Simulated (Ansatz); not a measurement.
Geometry optimisation, DFT LDA, scalar-relativistic, plane waves, PAW in Ansatz.

Input file:

```yaml
crystal:
  lattice:
    - [6.4, 0.0, 0.0]
    - [-4.8, 8.313844, 0.0]
    - [0.0, 0.0, 5.0624]
  atoms:
    - { symbol: Hf, position: [0.0, 0.0, 0.0] }
    - { symbol: Hf, position: [0.1666667, 0.2222222, 0.5] }
    - { symbol: Hf, position: [0.0, 0.3333333, 0.0] }
    - { symbol: Hf, position: [0.1666667, 0.5555556, 0.5] }
    - { symbol: Hf, position: [0.0, 0.6666667, 0.0] }
    - { symbol: Hf, position: [0.1666667, 0.8888889, 0.5] }
    - { symbol: Hf, position: [0.5, 0.0, 0.0] }
    - { symbol: Hf, position: [0.6666667, 0.2222222, 0.5] }
    - { symbol: Hf, position: [0.5, 0.3333333, 0.0] }
    - { symbol: Hf, position: [0.6666667, 0.5555556, 0.5] }
    - { symbol: Hf, position: [0.5, 0.6666667, 0.0] }
    - { symbol: Hf, position: [0.6666667, 0.8888889, 0.5] }
    - { symbol: H, position: [0.8331103, 0.4399035, 0.246758] }
basis:
  ecutwfc: 420.0
kpoints:
  mp_grid: { grid: [3, 2, 3] }
hamiltonian:
  xc: lda
scf:
  occupations: { method: fermi_dirac, width: 0.05 }
  lower_state_search: "off"
relax:
  f_tol: 0.08
  max_steps: 25
  adjacent_minimum: "off"
```

Run as:

```bash
$ ansatz run input.yaml --threads 4 --pin off --max-ram 10240MiB --backend cpu --events-out ev --progress --plain --runs-dir out
```

Task: Where does it end, and by what steps?

Result: The forces met the threshold. Limits of this set-up: coarse k mesh, odd electron count without spin, a small cell, in which the defect meets its images, a typed lattice constant that wasn't relaxed here. After 4 steps the energy has fallen by 0.081 eV; Hf3 moved furthest, 0.09 Å.

```csv
step,energy less start (eV),largest force component (eV/Å),accepted
0,0.0000,0.382,yes
1,0.1108,0.957,no
2,-0.0770,0.141,yes
3,-0.0528,0.176,no
4,-0.0815,0.029,yes
```

```xyz
13
Lattice="6.4000 0.0000 0.0000 -4.8000 8.3138 0.0000 0.0000 0.0000 5.0624" Properties=species:S:1:pos:R:3
Hf 0.004 0.003 -0.002
Hf 0.009 1.825 2.559
Hf -1.535 2.735 0.047
Hf -1.564 4.654 2.520
Hf -3.210 5.592 0.035
Hf -3.195 7.409 2.558
Hf 3.196 -0.023 -0.030
Hf 3.212 1.796 2.493
Hf 1.564 2.735 0.012
Hf 1.536 4.654 2.487
Hf -0.006 5.562 -0.028
Hf -0.002 7.382 2.530
H 3.211 3.674 1.255
```

Whether the end is a true minimum wasn't checked by a vibrational analysis.

Time of the run: 30 s on 4 threads of Intel(R) Xeon(R) 6975P-C (Granite Rapids) (shared host), peak memory 1.4 GiB.
